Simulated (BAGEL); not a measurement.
# A workflow on CH6GeO (SMILES C[O][GeH3])

Wanted: the energy (HF/def2-SVP), then the energy (NEVPT2(2,2)/def2-SVP), then the energy (CASPT2(2,2)/def2-SVP) of CH6GeO. 

Program for the calculation: BAGEL 1.2.2.

2 further runs of the same task are left out: 2 set aside as unsound or not needed.

## Step 1: The structure to begin with

The species is CH6GeO (9 atoms), meant as a singlet with charge 0. SMILES: `C[O][GeH3]`. The O2–Ge3 distance was set to 2.847 Å, away from the relaxed value. At this shape a bond of the SMILES string is far longer than usual.

Bond lengths: C1–O2 1.406 Å, C1–H4 1.093 Å, C1–H5 1.099 Å, C1–H6 1.099 Å, Ge3–H7 1.542 Å, Ge3–H8 1.531 Å, Ge3–H9 1.542 Å. Angles: O2–C1–H4 108.1°, O2–C1–H5 112.2°, O2–C1–H6 112.2°, H4–C1–H5 108.0°, H4–C1–H6 108.0°, H5–C1–H6 108.1°, H7–Ge3–H8 112.1°, H7–Ge3–H9 109.7°, H8–Ge3–H9 112.1°. A long bond or contact: O2–Ge3 2.847 Å.

## Step 2: The energy at HF/def2-SVP (density fitting with svp-jkfit) (run 1)

The input, calc.json:

```json
{ "bagel" : [

{
  "title" : "molecule",
  "basis" : "svp",
  "df_basis" : "svp-jkfit",
  "angstrom" : false,
  "geometry" : [
    { "atom" : "C", "xyz" : [    -2.08187348,     2.47928288,    -3.11532690 ] },
    { "atom" : "O", "xyz" : [    -2.45169288,    -0.02101375,    -2.29839830 ] },
    { "atom" : "Ge", "xyz" : [     0.77384285,    -1.89804092,     1.57659851 ] },
    { "atom" : "H", "xyz" : [    -3.46666478,     2.88198352,    -4.59290376 ] },
    { "atom" : "H", "xyz" : [    -0.18742304,     2.77219043,    -3.91260235 ] },
    { "atom" : "H", "xyz" : [    -2.35796246,     3.85368069,    -1.58389285 ] },
    { "atom" : "H", "xyz" : [     3.53416580,    -1.77445283,     0.65214449 ] },
    { "atom" : "H", "xyz" : [    -0.10223418,    -4.61849065,     2.02257387 ] },
    { "atom" : "H", "xyz" : [     0.45901448,    -0.24301878,     3.95368500 ] }
  ]
},

{ "title" : "hf" },

{ "title" : "print", "file" : "orbitals.molden", "orbitals" : true }

]}
```

Run with:

```bash
BAGEL_NUM_THREADS=1 BAGEL calc.json > calc.out
```

What it wrote:

```text
* using 1 threads per process

  ===============================================================
  ===============================================================

  *** Geometry ***

  { "atom" : "C", "xyz" : [     -2.081873,      2.479283,     -3.115327 ] },
  { "atom" : "O", "xyz" : [     -2.451693,     -0.021014,     -2.298398 ] },
  { "atom" : "Ge", "xyz" : [      0.773843,     -1.898041,      1.576599 ] },
  { "atom" : "H", "xyz" : [     -3.466665,      2.881984,     -4.592904 ] },
  { "atom" : "H", "xyz" : [     -0.187423,      2.772190,     -3.912602 ] },
  { "atom" : "H", "xyz" : [     -2.357962,      3.853681,     -1.583893 ] },
  { "atom" : "H", "xyz" : [      3.534166,     -1.774453,      0.652144 ] },
  { "atom" : "H", "xyz" : [     -0.102234,     -4.618491,      2.022574 ] },
  { "atom" : "H", "xyz" : [      0.459014,     -0.243019,      3.953685 ] },

  Number of auxiliary basis functions:      526

  Since a DF basis is specified, we compute 2- and 3-index integrals:
    o Being stored without compression. Storage requirement is 0.034 GB

  Number of basis functions:       90
  Number of electrons      :       52

    * METHOD: MOLECULE                             0.21

  *** RHF ***

  === Nuclear Repulsion ===
   161.4651057401

      * DIIS with orbital gradients will be used.

  === RHF iteration (svp) ===
      0      -2190.81890598          0.01748488           0.07
      1      -2190.67714245          0.02489013           0.07
      2      -2191.07518382          0.00202046           0.07
      3      -2191.07955615          0.00055409           0.07
      4      -2191.07998231          0.00026250           0.08
      5      -2191.08007439          0.00012732           0.09
      6      -2191.08010550          0.00004735           0.10
      7      -2191.08010990          0.00001375           0.09
      8      -2191.08011017          0.00000771           0.09
      9      -2191.08011026          0.00000330           0.09
     10      -2191.08011028          0.00000168           0.09
     11      -2191.08011028          0.00000053           0.08
     12      -2191.08011029          0.00000022           0.07
     13      -2191.08011029          0.00000010           0.07
     14      -2191.08011029          0.00000004           0.07
     15      -2191.08011029          0.00000002           0.07
     16      -2191.08011029          0.00000001           0.07
    * SCF iteration converged.

    * Permanent dipole moment:
           (   -1.293774,     0.364835,    -1.373993) a.u.

    * METHOD: HF                                   1.56

    * METHOD: PRINT                                0.01

  ===============================================================
```

Wall time 2.1 s (1 thread of Intel Xeon 6975P-C (Granite Rapids), shared host); peak memory 0.14 GiB.

## Step 3: A single-point energy at NEVPT2(2,2)/def2-SVP (density fitting with svp-jkfit) (run 2)

The input, input.json:

```json
{ "bagel" : [

{
  "title" : "molecule",
  "basis" : "svp",
  "df_basis" : "svp-jkfit",
  "angstrom" : false,
  "geometry" : [
    { "atom" : "C", "xyz" : [ -2.08187348,  2.47928288, -3.11532690 ] },
    { "atom" : "O", "xyz" : [ -2.45169288, -0.02101375, -2.29839830 ] },
    { "atom" : "Ge", "xyz" : [  0.77384285, -1.89804092,  1.57659851 ] },
    { "atom" : "H", "xyz" : [ -3.46666478,  2.88198352, -4.59290376 ] },
    { "atom" : "H", "xyz" : [ -0.18742304,  2.77219043, -3.91260235 ] },
    { "atom" : "H", "xyz" : [ -2.35796246,  3.85368069, -1.58389285 ] },
    { "atom" : "H", "xyz" : [  3.53416580, -1.77445283,  0.65214449 ] },
    { "atom" : "H", "xyz" : [ -0.10223418, -4.61849065,  2.02257387 ] },
    { "atom" : "H", "xyz" : [  0.45901448, -0.24301878,  3.95368500 ] }
  ]
},
{
  "title" : "hf"
},
{
  "title" : "nevpt2",
  "nstate" : 1,
  "nact" : 2,
  "nclosed" : 25,
  "active" : [26, 27],
  "maxiter" : 200,
  "natocc" : true,
  "ncore" : 11
},
{
  "title" : "print",
  "file" : "orbitals.molden",
  "orbitals" : true
}

]}
```

Run with:

```bash
BAGEL_NUM_THREADS=1 BAGEL input.json > input.out
```

What it wrote:

```text
* using 1 threads per process

  ===============================================================
  ===============================================================

  *** Geometry ***

  { "atom" : "C", "xyz" : [     -2.081873,      2.479283,     -3.115327 ] },
  { "atom" : "O", "xyz" : [     -2.451693,     -0.021014,     -2.298398 ] },
  { "atom" : "Ge", "xyz" : [      0.773843,     -1.898041,      1.576599 ] },
[... 5 lines of this table left out ...]
  { "atom" : "H", "xyz" : [      0.459014,     -0.243019,      3.953685 ] },

  Number of auxiliary basis functions:      526

  Since a DF basis is specified, we compute 2- and 3-index integrals:
    o Being stored without compression. Storage requirement is 0.034 GB

[... 18 lines left out ...]
    * SCF iteration converged.
[... 1 line left out ...]
    * Permanent dipole moment:
[... 28 lines left out ...]
    * Second-order optimization converged. *

     guess   0:   closed 1.                   open ..

  === FCI iteration ===

      0  0     -2191.06301403     9.25e-02      0.00
      1  0     -2191.13521291     3.13e-02      0.00
      2  0 *   -2191.14719657     4.64e-16      0.00

     * ci vector, state   0, <S^2> = 0.0000
       2.     0.9060637612
       .2    -0.4231411828

  === DF-NEVPT2 calculation ===

    * 3-index integral transformation done
    * assembly done

      NEVPT2 correlation energy:   -0.5292728844      0.18

          (+0)     -0.4352113988
          (+0)'    -0.0243281699
          (+1)     -0.0163927135
          (+1)'    -0.0000000000
          (+2)     -0.0004772816
          (-1)     -0.0514672073
          (-1)'     0.0000000000
          (-2)     -0.0013961133

      NEVPT2 total energy:       -2191.6764694501

    * METHOD: NEVPT2                               7.94

    * METHOD: PRINT                                0.01

  ===============================================================
```

Run time: 9.9 s. Hardware: 1 thread of Intel Xeon 6975P-C (Granite Rapids), shared host; peak memory 0.14 GiB.

## Step 4: The energy at CASPT2(2,2)/def2-SVP (density fitting with svp-jkfit) (run 3)

The input, input.json:

```json
{ "bagel": [

{
  "title": "molecule",
  "basis": "svp",
  "df_basis": "svp-jkfit",
  "angstrom": "false",
  "geometry": [
    { "atom": "C", "xyz": [ -2.08187348,  2.47928288, -3.11532690 ] },
    { "atom": "O", "xyz": [ -2.45169288, -0.02101375, -2.29839830 ] },
    { "atom": "Ge", "xyz": [  0.77384285, -1.89804092,  1.57659851 ] },
    { "atom": "H", "xyz": [ -3.46666478,  2.88198352, -4.59290376 ] },
    { "atom": "H", "xyz": [ -0.18742304,  2.77219043, -3.91260235 ] },
    { "atom": "H", "xyz": [ -2.35796246,  3.85368069, -1.58389285 ] },
    { "atom": "H", "xyz": [  3.53416580, -1.77445283,  0.65214449 ] },
    { "atom": "H", "xyz": [ -0.10223418, -4.61849065,  2.02257387 ] },
    { "atom": "H", "xyz": [  0.45901448, -0.24301878,  3.95368500 ] }
  ]
},
{
  "title": "hf"
},
{
  "title": "casscf",
  "nstate": 1,
  "nact": 2,
  "nclosed": 25,
  "active": [26, 27],
  "maxiter": 200,
  "natocc": "true"
},
{
  "title": "print",
  "file": "orbitals.molden",
  "orbitals": "true"
},
{
  "title": "smith",
  "method": "caspt2",
  "ms": "true",
  "xms": "true",
  "sssr": "true",
  "shift": 0.2,
  "shift_imag": "true",
  "ncore": 11
}

]}
```

Run with:

```bash
BAGEL_NUM_THREADS=1 BAGEL input.json > input.out
```

What it wrote:

```text
* using 1 threads per process

  ===============================================================
  ===============================================================

  *** Geometry ***

  { "atom" : "C", "xyz" : [     -2.081873,      2.479283,     -3.115327 ] },
  { "atom" : "O", "xyz" : [     -2.451693,     -0.021014,     -2.298398 ] },
  { "atom" : "Ge", "xyz" : [      0.773843,     -1.898041,      1.576599 ] },
[... 5 lines of this table left out ...]
  { "atom" : "H", "xyz" : [      0.459014,     -0.243019,      3.953685 ] },

  Number of auxiliary basis functions:      526

  Since a DF basis is specified, we compute 2- and 3-index integrals:
    o Being stored without compression. Storage requirement is 0.034 GB

[... 18 lines left out ...]
    * SCF iteration converged.
[... 1 line left out ...]
    * Permanent dipole moment:
[... 27 lines left out ...]
    * Second-order optimization converged. *
[... 9 lines left out ...]
     * ci vector, state   0, <S^2> = 0.0000
[... 16 lines left out ...]
    * Zeroth order energy : state  0       -0.5021590005
[... 4 lines left out ...]
       #      aibj      arbs      arbi      airj      risj      airs      arst      rist         Etot      error   time
[... 2 lines left out ...]
       0  -0.43388  -0.00169  -0.05408  -0.01762  -0.00068  -0.02422  -0.00000  -0.00000   -0.5321686  0.0009294   0.12
       1  -0.43396  -0.00170  -0.05421  -0.01769  -0.00070  -0.02444  -0.00000  -0.00000   -0.5327039  0.0001143   0.11
       2  -0.43397  -0.00170  -0.05421  -0.01770  -0.00070  -0.02445  -0.00000  -0.00000   -0.5327138  0.0000205   0.11
       3  -0.43397  -0.00170  -0.05421  -0.01769  -0.00070  -0.02445  -0.00000  -0.00000   -0.5327141  0.0000038   0.11
       4  -0.43397  -0.00170  -0.05421  -0.01769  -0.00070  -0.02445   0.00000  -0.00000   -0.5327141  0.0000005   0.13

      ------------------------------------------------------------------------------------------------------------------

    * CASPT2 energy : state  0    -2191.6822880608
        w/o shift correction      -2191.6799106586
        reference weight              0.8670861870

    * METHOD: SMITH                                0.87

  ===============================================================
```

Wall time 13 s (1 thread of Intel Xeon 6975P-C (Granite Rapids), shared host); peak memory 0.24 GiB.

## Step 5: Outcome

```
                                 quantity           value
         run 1, HF/def2-SVP: total energy  -2191.08011 Eh
        run 1, HF/def2-SVP: dipole moment          4.89 D
          run 1, HF/def2-SVP: HOMO energy        -8.88 eV
          run 1, HF/def2-SVP: LUMO energy         0.01 eV
        run 1, HF/def2-SVP: HOMO–LUMO gap         8.89 eV
run 2, NEVPT2(2,2)/def2-SVP: total energy  -2191.67647 Eh
run 3, CASPT2(2,2)/def2-SVP: total energy  -2191.68229 Eh
```

What this shows: One bond (run 1, HF/def2-SVP) is far stretched, which a spin-restricted single reference describes badly; a broken-symmetry solution may lie lower.
